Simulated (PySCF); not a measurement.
# SnH2Me(NMeEt): geometry, NMR shifts and electronic excitations

Aim: predict the NMR shifts and electronic excitations of SnH2Me(NMeEt) (`[H][Sn]([H])([CH3])[N](C)CC`).

The runs use PySCF 2.14.0, with density-fitted response routines of our own; the level of theory stands in each step. All values are computed, except where a source is named. Atoms are numbered from 0 throughout.

## (1) The starting structure

19 atoms, charge 0, multiplicity 1; geometry from: GFN2-xTB. The atoms were then displaced at random by about 0.03 Å, so the start is not that level's minimum.

Bonds of the start (Å): Sn0–H1 1.68, Sn0–H2 1.59, Sn0–C3 2.21, Sn0–N7 2.00, C3–H4 1.16, C3–H5 1.12, C3–H6 1.04, N7–C8 1.51, N7–C9 1.42, C8–H11 1.12, C8–H12 1.03, C8–H13 1.10, C9–C10 1.52, C9–H14 1.13, C9–H15 1.12, C10–H16 1.09, C10–H17 1.09, C10–H18 1.07.

## (2) Geometry optimisation at PBE0-D3(BJ)/def2-SVP

The job: settings as JSON, then the geometry in Å.

```
{"job": {"xc": "PBE0", "basis": "def2-SVP", "d3": "d3bj", "grid": 1, "maxiter": 40, "shake": 0.03, "kind": "geom"}, "charge": 0, "multiplicity": 1}
Sn     0.797080     1.216800     0.568950
H      0.926830     1.029810     2.230260
H      2.219920     1.340130    -0.124950
C     -0.330950     3.069180     0.140300
H     -1.332720     3.069140     0.732650
H     -0.730850     3.079870    -0.901740
H      0.183280     3.944090     0.358120
N     -0.116340    -0.183660    -0.528890
C     -1.552750    -0.478340    -0.170500
C      0.598320    -1.378840    -0.826830
C      0.819620    -2.370100     0.304280
H     -1.958660    -1.031160    -1.055510
H     -1.778240    -1.071230     0.642040
H     -2.149510     0.444060    -0.083160
H      0.069000    -1.910120    -1.674190
H      1.570380    -0.989120    -1.217890
H      1.464390    -3.153330    -0.080840
H      1.337300    -1.848440     1.115100
H     -0.098850    -2.785300     0.657400
```

Started as:

```console
$ OMP_NUM_THREADS=1 python probes_run.py task.json out
```

One launch serves the whole session: the jobs run in the order shown.

**Question.** This job is followed by: GIAO PBE0/pcSseg-1 Sn:def2-TZVP NMR shielding, non-relativistic, gas phase; TDDFT wB97X-D/def2-SVPD, vertical, gas phase, core orbitals frozen in the response; GIAO KT2/pcSseg-1 Sn:def2-TZVP NMR shielding, non-relativistic, gas phase. What will the session give for the following? point group; rotational constants (main isotopes); ¹³C shifts against TMS (PBE0/def2-TZVP+pcSseg-1); ¹H shifts against TMS (PBE0/def2-TZVP+pcSseg-1, means over atoms taken as alike); ¹⁵N shifts against NH3 (PBE0/def2-TZVP+pcSseg-1); surface potential, 1st and 99th percentile; lowest singlet (wB97X-D/def2-SVPD); brightest single state of those computed; lowest triplet; range of the shift of N7.

**Answer**, as computed:

```
                                                                        quantity                             value
                                                                     point group                                C1
                                            rotational constants (main isotopes)              3.58, 1.20, 0.99 GHz
                                ¹³C shifts against TMS (PBE0/def2-TZVP+pcSseg-1)        54.1, 39.7, 15.3, -8.6 ppm
¹H shifts against TMS (PBE0/def2-TZVP+pcSseg-1, means over atoms taken as alike)  5.21, 2.91, 2.63, 0.97, 0.34 ppm
                                ¹⁵N shifts against NH3 (PBE0/def2-TZVP+pcSseg-1)                          37.5 ppm
                                           surface potential, 1st and 99th percentile                -1.05 V and 1.11 V
                                              lowest singlet (wB97X-D/def2-SVPD)       5.35 eV (232 nm), f = 0.024
                                        brightest single state of those computed       state 8, 7.54 eV, f = 0.055
                                                                  lowest triplet                           4.87 eV
                                                        range of the shift of N7                  37.5 to 53.5 ppm
```

What this shows: The start was shaken at random, so part of the energy gained undoes that. Relaxing lowered the energy by 0.782 eV in 7 steps; the close pair that moved most is Sn0–H2, from 1.588 to 1.717 Å. No frequency check was run at this level, so the end point may be a saddle. At PBE0/def2-TZVP+pcSseg-1: The largest span, 85 ppm, is at N7, where the paramagnetic term is -98 ppm. The lowest singlet, at 5.35 eV, is HOMO→LUMO+2 0.54, HOMO→LUMO+1 0.27 and is weak; of the 10 states computed, the strongest absorption comes from state 8 at 7.54 eV. The lowest triplet lies 0.49 eV below the lowest singlet (triplets in Tamm-Dancoff, singlets in full TDDFT). Spin-orbit coupling, left out, mixes singlets and triplets in elements this heavy. Across the 2 runs the shift of N7 moves most, between 37.5 (PBE0/def2-TZVP+pcSseg-1) and 53.5 ppm (KT2/def2-TZVP+pcSseg-1). Spin-orbit coupling is left out, which matters for shieldings and couplings at and beside the heavy atoms.
